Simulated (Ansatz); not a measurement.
# Co13Si7: the cost of one run

Method: DFT PBE, scalar-relativistic, plane waves, PAW, in Ansatz 0.2.0.

## 1. The starting structure

The cell holds 20 atoms (Co13Si7): a = 6.500 Å, b = 6.204 Å, c = 6.360 Å, α = 92.92°, β = 85.17°, γ = 89.87°.

It is the last frame of an earlier stage of the same melt, run at 2520 K.

Its coordinates follow in the input file.

## 2. Dynamics at 1820 K

One k point, a Fermi-Dirac width of 0.157 eV and a fixed cell.

input.yaml reads:

```yaml
crystal:
  lattice:
    - [6.493951, 0.010582, 0.271078]
    - [0.010582, 6.201858, -0.160602]
    - [0.271078, -0.160602, 6.352022]
  atoms:
    - { symbol: Co, position: [0.6390900972, 0.9530575465, 0.1177694775] }
    - { symbol: Co, position: [0.3209271263, 0.0960464312, 0.9532366113] }
    - { symbol: Co, position: [0.5230763623, 0.6542027759, 0.378964445] }
    - { symbol: Co, position: [0.4533974849, 0.7375495114, 0.9437642942] }
    - { symbol: Co, position: [0.7287708196, 0.0644598205, 0.8018638584] }
    - { symbol: Co, position: [0.2062041175, 0.4336538216, 0.0443543759] }
    - { symbol: Co, position: [0.004876989, 0.1064568768, 0.1127721781] }
    - { symbol: Co, position: [0.8274005392, 0.6070101298, 0.0499398185] }
    - { symbol: Co, position: [0.1635227715, 0.0808797297, 0.650056798] }
    - { symbol: Co, position: [0.7414214796, 0.3291718348, 0.5474613181] }
    - { symbol: Co, position: [0.159998889, 0.358607981, 0.4322752885] }
    - { symbol: Co, position: [0.8929983223, 0.7606184128, 0.6564119301] }
    - { symbol: Co, position: [0.2750596345, 0.9824058888, 0.2985668569] }
    - { symbol: Si, position: [0.1525976478, 0.7897633687, 0.9234729621] }
    - { symbol: Si, position: [0.7874005794, 0.9852298029, 0.4306291409] }
    - { symbol: Si, position: [0.0481807103, 0.6460371514, 0.3350243076] }
    - { symbol: Si, position: [0.9903370853, 0.4203105685, 0.7764647731] }
    - { symbol: Si, position: [0.3555492872, 0.4935680712, 0.6878102941] }
    - { symbol: Si, position: [0.4643323181, 0.9247411166, 0.6231476837] }
    - { symbol: Si, position: [0.5785420815, 0.334809177, 0.0992647582] }
  symmetry: { detect: false }
basis:
  ecutwfc: 420
  xc_grid: 1
kpoints:
  mp_grid: { grid: [1, 1, 1], shift: [0.25, 0.25, 0.25] }
hamiltonian:
  xc: pbe
scf:
  occupations: { method: fermi_dirac, width: 0.1568 }
  lower_state_search: "off"
  convergence: { dr2_threshold: 1.0e-05 }
output:
  forces: true
  stress: true
md:
  timestep: 3.0
  n_steps: 104
  ensemble: nvt_langevin
  friction: 0.005
  temperature: 1820.0
  initial_velocities: maxwell_boltzmann
  seed: 98109
```

Run with:

```console
$ ansatz run input.yaml --threads 2 --pin off --max-ram 5120MiB --backend cpu --events-out ev --progress --plain --runs-dir out
```

What time and memory should one allow on 2 threads of Intel Xeon at 2.50GHz (Skylake/Cascade Lake), shared host?

About 7.7 min, with a peak of 0.56 GiB.
